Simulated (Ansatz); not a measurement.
# ClGeH₂O+ (SMILES [OH][GeH+][Cl]): one structure at several levels

The task here is to estimate one member of a computed series from the others.

Method: single points in def2-TZVPP; program: Ansatz 0.2.0, Gaussian basis.

Cores are frozen in the correlated methods. Filled d shells of the heavier atoms are correlated.

### Where the work starts

5 atoms, charge 1, spin multiplicity 1.

Atoms are counted from 1 here; the program's logs count them from 0.

Bond lengths: O1–Ge2 1.690 Å, O1–H4 0.941 Å, Ge2–Cl3 2.046 Å, Ge2–H5 1.583 Å. Angles: Ge2–O1–H4 133.8°, O1–Ge2–Cl3 118.3°, O1–Ge2–H5 102.8°, Cl3–Ge2–H5 139.0°.

As a file:

```xyz
5

O    -1.0432    0.2545   -0.4592
Ge    0.5034    0.1042    0.2055
Cl    1.2449   -1.7762    0.5193
H    -1.7503   -0.3492   -0.6056
H     0.9501    1.6105    0.3950
```

The first run:

run/in.yaml

```yaml
crystal:
  periodic: [false, false, false]
  atoms:
    - {symbol: O, position_ang: [-1.043200, 0.254500, -0.459200]}
    - {symbol: Ge, position_ang: [0.503400, 0.104200, 0.205500]}
    - {symbol: Cl, position_ang: [1.244900, -1.776200, 0.519300]}
    - {symbol: H, position_ang: [-1.750300, -0.349200, -0.605600]}
    - {symbol: H, position_ang: [0.950100, 1.610500, 0.395000]}
basis:
  gaussian: {orbitals: def2-TZVPP}
total_charge: 1
correlation: {method: ccsd_t}
output: {forces: true}
```

The command line of these runs was not kept.

Steps of the session up to this table: CCSD(T)/def2-TZVPP; PBE0-D4/def2-TZVPP; wB97M-V/def2-TZVPP; r2SCAN-D4/def2-TZVPP; PBE-D4/def2-TZVPP; SPW92/def2-TZVPP; B97M-V/def2-TZVPP.

One of the session's tables, all rows but one given; the rest of the session is left out.

| method | RMS force component (eV/Å) | angle to CCSD(T) forces (°) |
| --- | --- | --- |
| CCSD(T) | 0.680 | reference |
| PBE0-D4 | 0.637 | 4.1 |
| wB97M-V | 0.668 | 4.2 |
| r2SCAN-D4 | 0.668 | 4.1 |
| PBE-D4 | ? | ? |
| SPW92 | 0.823 | 21.6 |
| B97M-V | 0.616 | 4.7 |

**Question.** Estimate the row for PBE-D4.

As computed: RMS force component (eV/Å): 0.750; angle to CCSD(T) forces (°): 21.2. In the column «RMS force component (eV/Å)» it lies between CCSD(T) (0.680) and SPW92 (0.823).
